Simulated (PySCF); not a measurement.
**CH₄F₃P₃Si: electronic excitations**

What electronic excitations should CH₄F₃P₃Si (`FC(F)(F)p1[pH]p1[SiH3]`) show?

The runs use PySCF 2.14.0, with density-fitted response routines of our own; the level of theory stands in each step. All values are computed, except where a source is named. Atoms count from 0, in the outputs and in this text.

## Step 1: Starting geometry

12 atoms, charge 0, multiplicity 1; geometry from: GFN2-xTB.

Bonds of the start (Å): F0–C1 1.34, C1–F2 1.34, C1–F3 1.34, C1–P4 1.88, P4–P5 2.16, P5–P6 2.20, P6–Si7 2.27, P6–P4 2.16, P5–H8 1.40, Si7–H9 1.47, Si7–H10 1.46, Si7–H11 1.46.

## Step 2: TDDFT and polarisability: CAM-B3LYP/def2-SVPD

Job settings and geometry (Å):

```
{"job": {"kind": "uv", "xc": "CAM-B3LYP", "basis": "def2-SVPD", "nstates": 8, "ntriplets": 3}, "charge": 0, "multiplicity": 1}
F     -2.244513    -2.066372    -0.005115
C     -2.329276    -0.729664     0.001883
F     -2.570852    -0.351374    -1.260778
F     -3.421396    -0.415505     0.711623
P     -0.792930     0.033908     0.778170
P     -0.572279     1.611611    -0.685776
P      0.495400    -0.299029    -0.927910
Si     2.469685    -0.048551     0.168348
H      0.372574     2.296448     0.095646
H      2.387324     0.952905     1.239044
H      3.418993     0.378810    -0.859344
H      2.788468    -1.363874     0.718182
```

With the program's defaults for keys left out, this is: TDDFT CAM-B3LYP/def2-SVPD, vertical, gas phase, core orbitals frozen in the response.

Started as:

```console
$ OMP_NUM_THREADS=1 python probes_run.py task.json out
```

The driver reads the jobs from task.json and runs them one after another.

Predict these results of the whole session: lowest singlet (CAM-B3LYP/def2-SVPD); brightest single state of those computed; lowest triplet; surface potential, 1st and 99th percentile.

The runs gave:

| quantity | value |
| --- | --- |
| lowest singlet (CAM-B3LYP/def2-SVPD) | 5.24 eV (237 nm), f = 0.011 |
| brightest single state of those computed | state 8, 6.40 eV, f = 0.106 |
| lowest triplet | 4.50 eV |
| surface potential, 1st and 99th percentile | -0.58 V and 1.38 V |

The lowest singlet, at 5.24 eV, is HOMO→LUMO 0.93 and is weak; of the 8 states computed, the strongest absorption comes from state 8 at 6.40 eV (the last computed, so partners may be missing). The lowest triplet lies 0.75 eV below the lowest singlet (triplets in Tamm-Dancoff, singlets in full TDDFT).
